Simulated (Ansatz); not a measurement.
# C3H5NSi: up Jacob's ladder to CCSD(T)

Aim: compute C3H5NSi with functionals from several rungs and with coupled cluster, and see how far each lands from CCSD(T) at the basis-set limit for the atomisation energy.

Computed with Ansatz 0.2.0, Gaussian basis. Level: functionals in def2-TZVPP, the program's frozen cores in correlated methods.

Plan: LDA (SPW92), PBE-D4, revPBE-D4, BLYP-D4, r2SCAN-D4, B97M-V, PBE0-D4, B3LYP-D4, r2SCANh-D4, r2SCAN0-D4, HSE06-D4, BHLYP-D4, CAM-B3LYP-D4, LC-ωPBE, ωB97X-V, ωB97M-V, B2PLYP, PBE-QIDH; CCSD(T)/def2-SVP; CCSD(T)/def2-TZVPP; MP2/def2-QZVPP; extrapolation to the limit; RPA on PBE.

### 1 The relaxed structure

All runs share one geometry, relaxed beforehand with PBE0-D4 in a triple-zeta def2 set.

SMILES `[SiH3]/C=C1C=N\1`, 10 atoms, charge 0, spin multiplicity 1.

Atoms are counted from 1 here; the program's logs count them from 0.

Bond lengths: Si1–C2 1.844 Å, Si1–H6 1.489 Å, Si1–H7 1.489 Å, Si1–H8 1.489 Å, C2–C3 1.322 Å, C2–H9 1.087 Å, C3–C4 1.386 Å, C3–N5 1.437 Å, C4–N5 1.277 Å, C4–H10 1.083 Å. Angles: C2–Si1–H6 111.8°, C2–Si1–H7 111.8°, C2–Si1–H8 108.7°, H6–Si1–H7 107.1°, H6–Si1–H8 108.7°, H7–Si1–H8 108.7°, Si1–C2–C3 121.4°, Si1–C2–H9 121.4°, C3–C2–H9 117.2°, C2–C3–C4 160.4°, C2–C3–N5 145.8°, C4–C3–N5 53.8°, C3–C4–N5 65.2°, C3–C4–H10 156.8°, N5–C4–H10 138.0°, C3–N5–C4 61.1°.

### 2 LDA

This LDA is Slater exchange with PW92 correlation.

Contents of in.yaml:

```yaml
crystal:
  periodic: [false, false, false]
  atoms:
    - {symbol: Si, position_ang: [-1.568211, -0.445728, 0.227620]}
    - {symbol: C, position_ang: [0.177717, -0.333705, 0.811544]}
    - {symbol: C, position_ang: [1.122663, 0.206922, 0.060680]}
    - {symbol: C, position_ang: [1.742758, 0.823516, -1.014062]}
    - {symbol: N, position_ang: [2.515129, 0.548628, -0.034986]}
    - {symbol: H, position_ang: [-2.500949, 0.282287, 1.131612]}
    - {symbol: H, position_ang: [-2.038826, -1.856792, 0.158861]}
    - {symbol: H, position_ang: [-1.655749, 0.153477, -1.132147]}
    - {symbol: H, position_ang: [0.473151, -0.709560, 1.787523]}
    - {symbol: H, position_ang: [1.815417, 1.279853, -1.993744]}
basis:
  gaussian: {orbitals: def2-TZVPP}
hamiltonian: {xc: lda}
output: {orbitals: {seedname: orbitals}}
```

Command:

```sh
$ ansatz run in.yaml --threads 2 --pin off --events-out ev --progress --plain --max-ram 4352MiB
```

The runs that follow: PBE-D4 (GGA); revPBE-D4 (GGA); BLYP-D4 (GGA); r2SCAN-D4 (meta-GGA); B97M-V (meta-GGA); B3LYP-D4 (hybrid); r2SCANh-D4 (hybrid); r2SCAN0-D4 (hybrid); HSE06-D4 (hybrid); BHLYP-D4 (hybrid); CAM-B3LYP-D4 (range-separated); LC-ωPBE (range-separated); ωB97X-V (range-separated); ωB97M-V (range-separated); B2PLYP (double hybrid); PBE-QIDH (double hybrid); CCSD(T) in def2-SVP; CCSD(T) in def2-TZVPP; MP2 in def2-QZVPP; RPA on PBE orbitals.

Q: Predict the results of all the runs planned. Wanted: atomisation energy, CCSD(T)/CBS; farthest beyond LDA; mean size of error, GGA; mean size of error, meta-GGA; mean size of error, hybrid; mean size of error, range-separated; mean size of error, double hybrid; gap, smallest and largest; T1 diagnostic.

**Answer**, as computed:

```
                               quantity                                      value
        atomisation energy, CCSD(T)/CBS                              3859.9 kJ/mol
 functionals within 19.3 kJ/mol (0.5 %)                       r2SCANh-D4, PBE-QIDH
                    farthest beyond LDA                     PBE-D4 (+149.7 kJ/mol)
                mean size of error, GGA                                79.7 kJ/mol
           mean size of error, meta-GGA                                33.6 kJ/mol
             mean size of error, hybrid                                50.9 kJ/mol
    mean size of error, range-separated                                30.8 kJ/mol
      mean size of error, double hybrid                                11.7 kJ/mol
              gap, smallest and largest  3.20 eV (LDA (SPW92)), 10.68 eV (LC-ωPBE)
                          T1 diagnostic                                     0.0134
triples share of the correlation energy                                      4.8 %
```

LDA overbinds by 628.4 kJ/mol (16 %). PBE-D4 misses by +149.7 kJ/mol. Double hybrids carry the basis error of their MP2 part in triple zeta, and no dispersion term here, so their miss is partly the set-up's. By mean error the best rung here is double hybrid (11.7 kJ/mol) and the worst beyond LDA is GGA (79.7 kJ/mol). The reference freezes the cores and leaves out relativity and excitations past (T), so misses under about 19.3 kJ/mol can't be ranked. Hartree-Fock recovers 70 % of the binding; the rest is correlation. CCSD(T) in def2-SVP is off by -203.0 kJ/mol, which most functionals beat. Orbital gaps span 3.2 to 10.7 eV; exact exchange widens them.
